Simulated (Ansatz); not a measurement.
# Ti: a tetragonal deformation path

The task here is to estimate one member of a computed series from the others.

Program: Ansatz 0.2.0. Level of theory: DFT LDA, scalar-relativistic, plane waves, PAW. These are calculated values, not measurements.

**Starting point**

The structure is cubic, space group Fm-3m (No. 225). Conventional cell: a = 4.060 Å, b = 4.060 Å, c = 4.060 Å, α = 90.00°, β = 90.00°, γ = 90.00°. Ti (site symmetry m-3m) has 12 Ti at 2.87 Å as nearest neighbours.

Coordinates:

```cif
data_structure
_symmetry_space_group_name_H-M 'Fm-3m'
_symmetry_Int_Tables_number 225
_cell_length_a 4.0600
_cell_length_b 4.0600
_cell_length_c 4.0600
_cell_angle_alpha 90.000
_cell_angle_beta 90.000
_cell_angle_gamma 90.000
_cell_volume 66.92
loop_
_atom_site_label
_atom_site_type_symbol
_atom_site_symmetry_multiplicity
_atom_site_Wyckoff_symbol
_atom_site_fract_x
_atom_site_fract_y
_atom_site_fract_z
_atom_site_occupancy
Ti1 Ti 4 a 0.00000 0.00000 0.00000 1
```

No relaxation comes first: the listed cell is the starting point.

The first run:

Contents of input.yaml:

```yaml
crystal:
  lattice:
    - [0.0, 2.03, 2.03]
    - [2.03, 0.0, 2.03]
    - [2.03, 2.03, 0.0]
  atoms:
    - { symbol: Ti, position: [0.0, 0.0, 0.0] }
basis:
  ecutwfc: 420
kpoints:
  mp_grid: { grid: [22, 22, 22] }
hamiltonian:
  xc: lda
scf:
  occupations: { method: gaussian, width: 0.15 }
output:
  forces: true
  stress: true
  eigenvalues: true
```

Launch:

```bash
$ ansatz run input.yaml --threads 1 --pin off --max-ram 1228MiB --backend cpu --events-out ev --progress --plain --runs-dir out
```

Among the steps run: The undisturbed cell; ρ = 0.707; ρ = 1.414; Point ρ = 0.850; At ρ = 1.200; ρ = 0.780; ρ = 1.300; At ρ = 0.920; At ρ = 1.100; ρ = 0.650.

One table of the session follows, with a row left open; its other results are not shown here.

The scan, with free energies counted from the undisturbed cell:

```
    ρ  ΔE (meV/atom)  pressure (GPa)
0.650           34.2            -5.7
0.707           41.1            -5.8
0.780           36.1            -5.6
0.850           23.1            -5.1
0.920              ?               ?
1.000            0.0            -4.9
1.100            9.2            -5.0
1.200           30.1            -5.5
1.300           63.0            -6.2
1.414          119.7            -6.6
```

**Question.** Estimate the row for ρ = 0.920.

Worked estimate for «ΔE (meV/atom)». A straight line through the neighbours (0.850, 23.1) and (1.000, 0.0) gives 23.1 + (0.0 − 23.1) × (0.920 − 0.850) / (1.000 − 0.850) = 12.3; a parabola fitted to 4 rows on both sides gives 8.0.

As computed: ΔE (meV/atom): 7.5; pressure (GPa): -4.9. In «ΔE (meV/atom)» the line misses by +4.8 and the parabola by +0.5.
